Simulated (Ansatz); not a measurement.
# Alloy of AlN and SiC (27 of 48 Al sites, 27 of 48 N sites exchanged), 96 atoms

How does this alloy cell relax, and what gap do PBEsol and HSE06 give?

Program: Ansatz 0.2.0, PAW, plane waves. These are calculated values, not measurements.

### 1 The starting cell

96 atoms (21 Al, 27 Si, 27 C, 21 N); a = 9.278 Å, b = 10.713 Å, c = 10.039 Å, α = 90.00°, β = 90.00°, γ = 90.00°. All atoms were shaken off their sites by about 0.02 Å along each axis.

Plan of the steps: (2) PBEsol cell relaxation at the single k point (¼, ¼, ¼), on 7 threads of Arm Neoverse-V2; (3) HSE06 single point at the Γ point alone, on 7 threads of Arm Neoverse-V2.

### 2 PBEsol relaxation of the cell and the positions

Contents of in.yaml:

```yaml
crystal:
  lattice:
    - [9.277946, 0.000000, 0.000000]
    - [0.000000, 10.713249, 0.000000]
    - [0.000000, 0.000000, 10.038783]
  atoms:
    - { symbol: Al, position: [0.164730, 0.082695, 0.251989] }
    - { symbol: Al, position: [0.161884, 0.082702, 0.752581] }
    - { symbol: Al, position: [0.000299, 0.332550, 0.248269] }
    - { symbol: Al, position: [0.338678, 0.329905, 0.249691] }
    - { symbol: Al, position: [0.169284, 0.584399, 0.245839] }
    - { symbol: Al, position: [0.666359, 0.334413, 0.246933] }
    - { symbol: Al, position: [0.499757, 0.581244, 0.248355] }
    - { symbol: Al, position: [0.835047, 0.583368, 0.251074] }
    - { symbol: Al, position: [0.667516, 0.834273, 0.243925] }
    - { symbol: Al, position: [0.999320, 0.164236, 0.999601] }
    - { symbol: Al, position: [0.331287, 0.164222, 0.998133] }
    - { symbol: Al, position: [0.166036, 0.416942, 0.000950] }
    - { symbol: Al, position: [0.000838, 0.664148, 0.998990] }
    - { symbol: Al, position: [0.666425, 0.164546, 0.999532] }
    - { symbol: Al, position: [0.506202, 0.418858, 0.999526] }
    - { symbol: Al, position: [0.332321, 0.667612, 0.997675] }
    - { symbol: Al, position: [0.166546, 0.914881, 0.997833] }
    - { symbol: Al, position: [0.828225, 0.416183, 0.997809] }
    - { symbol: Al, position: [0.665407, 0.668592, 0.000062] }
    - { symbol: Al, position: [0.502013, 0.917271, 0.998179] }
    - { symbol: Al, position: [0.831481, 0.919830, 0.999244] }
    - { symbol: Si, position: [0.998172, 0.333042, 0.748097] }
    - { symbol: Si, position: [0.498661, 0.083584, 0.249980] }
    - { symbol: Si, position: [0.498893, 0.084463, 0.749234] }
    - { symbol: Si, position: [0.331340, 0.331432, 0.751686] }
    - { symbol: Si, position: [0.169701, 0.584719, 0.748151] }
    - { symbol: Si, position: [0.999508, 0.832051, 0.246434] }
    - { symbol: Si, position: [0.998017, 0.830679, 0.750366] }
    - { symbol: Si, position: [0.834770, 0.082497, 0.248247] }
    - { symbol: Si, position: [0.832936, 0.084160, 0.747687] }
    - { symbol: Si, position: [0.670059, 0.331325, 0.749745] }
    - { symbol: Si, position: [0.500619, 0.579320, 0.749280] }
    - { symbol: Si, position: [0.330519, 0.834477, 0.250318] }
    - { symbol: Si, position: [0.333475, 0.832705, 0.748538] }
    - { symbol: Si, position: [0.831452, 0.583358, 0.747497] }
    - { symbol: Si, position: [0.668496, 0.833385, 0.749166] }
    - { symbol: Si, position: [0.996129, 0.163582, 0.500856] }
    - { symbol: Si, position: [0.333874, 0.166172, 0.499137] }
    - { symbol: Si, position: [0.165230, 0.416372, 0.503067] }
    - { symbol: Si, position: [0.000809, 0.664802, 0.500757] }
    - { symbol: Si, position: [0.665395, 0.166061, 0.501802] }
    - { symbol: Si, position: [0.500285, 0.416695, 0.494657] }
    - { symbol: Si, position: [0.334200, 0.667021, 0.500408] }
    - { symbol: Si, position: [0.171077, 0.917463, 0.500533] }
    - { symbol: Si, position: [0.834895, 0.416455, 0.499091] }
    - { symbol: Si, position: [0.663788, 0.667933, 0.499206] }
    - { symbol: Si, position: [0.500680, 0.914574, 0.499910] }
    - { symbol: Si, position: [0.836336, 0.915163, 0.497611] }
    - { symbol: C, position: [0.001651, 0.162683, 0.192714] }
    - { symbol: C, position: [0.998710, 0.165155, 0.690669] }
    - { symbol: C, position: [0.334440, 0.165337, 0.186939] }
    - { symbol: C, position: [0.333699, 0.166745, 0.690466] }
    - { symbol: C, position: [0.163240, 0.414984, 0.185535] }
    - { symbol: C, position: [0.167684, 0.413923, 0.685414] }
    - { symbol: C, position: [0.666959, 0.167970, 0.188135] }
    - { symbol: C, position: [0.665766, 0.165499, 0.688466] }
    - { symbol: C, position: [0.499386, 0.416164, 0.184768] }
    - { symbol: C, position: [0.505669, 0.418594, 0.691458] }
    - { symbol: C, position: [0.833421, 0.415780, 0.190915] }
    - { symbol: C, position: [0.835733, 0.413993, 0.691920] }
    - { symbol: C, position: [0.667576, 0.665366, 0.190670] }
    - { symbol: C, position: [0.171624, 0.083879, 0.437849] }
    - { symbol: C, position: [0.168563, 0.082851, 0.937595] }
    - { symbol: C, position: [0.997943, 0.335696, 0.439520] }
    - { symbol: C, position: [0.999631, 0.332287, 0.936744] }
    - { symbol: C, position: [0.500951, 0.082102, 0.438801] }
    - { symbol: C, position: [0.328518, 0.336836, 0.436795] }
    - { symbol: C, position: [0.331761, 0.332440, 0.940511] }
    - { symbol: C, position: [0.165806, 0.580042, 0.436715] }
    - { symbol: C, position: [0.834765, 0.085460, 0.439245] }
    - { symbol: C, position: [0.667408, 0.333602, 0.435653] }
    - { symbol: C, position: [0.670395, 0.331580, 0.938661] }
    - { symbol: C, position: [0.501052, 0.584187, 0.436744] }
    - { symbol: C, position: [0.498386, 0.581040, 0.938981] }
    - { symbol: C, position: [0.832268, 0.585717, 0.439627] }
    - { symbol: N, position: [0.000186, 0.666887, 0.183805] }
    - { symbol: N, position: [0.000648, 0.664105, 0.687286] }
    - { symbol: N, position: [0.332963, 0.663194, 0.188588] }
    - { symbol: N, position: [0.335044, 0.667126, 0.690861] }
    - { symbol: N, position: [0.168051, 0.914158, 0.187713] }
    - { symbol: N, position: [0.167755, 0.915343, 0.685667] }
    - { symbol: N, position: [0.668867, 0.669298, 0.688533] }
    - { symbol: N, position: [0.502049, 0.915769, 0.187104] }
    - { symbol: N, position: [0.502753, 0.917340, 0.687525] }
    - { symbol: N, position: [0.829122, 0.917327, 0.187688] }
    - { symbol: N, position: [0.834128, 0.914969, 0.682447] }
    - { symbol: N, position: [0.497972, 0.081208, 0.938146] }
    - { symbol: N, position: [0.167676, 0.583120, 0.940528] }
    - { symbol: N, position: [0.001644, 0.829959, 0.440592] }
    - { symbol: N, position: [0.999990, 0.834370, 0.937263] }
    - { symbol: N, position: [0.830999, 0.080744, 0.939490] }
    - { symbol: N, position: [0.333758, 0.834415, 0.437002] }
    - { symbol: N, position: [0.336751, 0.831913, 0.939357] }
    - { symbol: N, position: [0.829725, 0.582074, 0.939643] }
    - { symbol: N, position: [0.666113, 0.830817, 0.438471] }
    - { symbol: N, position: [0.667029, 0.833272, 0.940815] }
  symmetry: { detect: false }
kpoints:
  mp_grid: { grid: [1, 1, 1], shift: [0.25, 0.25, 0.25] }
hamiltonian:
  xc: pbesol
scf:
  occupations: { method: fermi_dirac, width: 0.01 }
relax:
  f_tol: 0.03
  max_steps: 80
  escape_saddle: false
  adjacent_minimum: "off"
  cell: { fix: [alpha, beta, gamma] }
output:
  forces: true
  eigenvalues: true
  populations: true
```

Run with:

```
$ ansatz run in.yaml --threads 7 --pin off --max-ram 26600MiB --runs-dir r --events-out ev --progress --plain
```

After this run come: HSE06 on the final geometry.

Q: Predict the outcome of this session. Wanted: for each run, top filled to lowest empty.

The runs gave:

```
             level                     time   k points  top filled to lowest empty (eV)
PBEsol, relaxation  2.6 min (7 CPU threads)  (¼, ¼, ¼)                             0.29
             HSE06  3.8 min (7 CPU threads)          Γ                             0.32
```

| quantity | value |
| --- | --- |
| relaxation | 13 recorded steps, 14.07 eV gained |
| largest shift | 0.38 Å (Si30 and others alike) |
| relaxed cell | a = 9.342 Å, b = 10.773 Å, c = 10.146 Å, α = 90.00°, β = 90.00°, γ = 90.00° |
| mean bonds | Al–C 1.943, Al–N 1.978, C–Si 1.863, N–Si 1.848 Å |

**Reading.** The relaxation lowers the energy by 14.07 eV; the largest shift is 0.38 Å (Si30 and others alike), while the volume changes by +2.3 %. The mean lengths of the listed bonds run from N–Si 1.85 Å to Al–N 1.98 Å. The relaxation ran on other k points, so part of any difference from the later rows can come from the mesh. With one k point the spacing samples only the states that fold onto it, so it can exceed the gap over the zone.
